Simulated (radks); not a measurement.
# Tm³⁺ in [Xe] 4f12: an all-electron calculation

Aim: the levels, the sizes of the orbitals and the parts of the energy of the thulium ion Tm3+.

The numbers are computed with radks (a radial shooting solver on a logarithmic mesh, Libxc functionals) version 1 (non-relativistic Kohn-Sham, r2SCAN, spin-unpolarised, spherical densities, point nucleus), except any that are marked as measured or tabulated.

## 1. The system

```
element       : thulium (Z = 69)
charge        : +3
electrons     : 66
configuration : [Xe] 4f12
```

The outer shells:

Tm³⁺
```
[Xe] core
4f [↑↓][↑↓][↑↓][↑↓][↑↓][↑ ][↑ ]
```

## 2. Self-consistent calculation

Settings of this run:

```text
Z 69
configuration [Xe] 4f12
relativity non-relativistic
functional r2scan,r2scan
spin unpolarised
nucleus point
```

What does the calculation give?

As calculated:

```
                        quantity                 value
                    total energy   -12942.5895 hartree
exchange-correlation share of it                2.10 %
                            −T/E                0.9997
          highest occupied level        4f, -40.609 eV
    most extended occupied level   5p, <r> = 1.45 bohr
 radius at density 0.001 e/bohr³             3.12 bohr
    maxima of the radial density                     4
         ionisation energy, NIST  42.41 (semi-emp.) eV
```

The radial density shows 4 maxima for 5 occupied principal shells; where shells overlap, one shows as a shoulder or not at all. The ratio −T/E is 0.9997; for a non-relativistic Coulomb system it is 1 up to the kinetic part of correlation. Minus the highest eigenvalue, 40.609 eV, is 96 % of the tabulated ionisation energy (42.41 eV). Relativity is left out here, which matters for elements this heavy. Spin polarisation and multiplet splitting are left out.
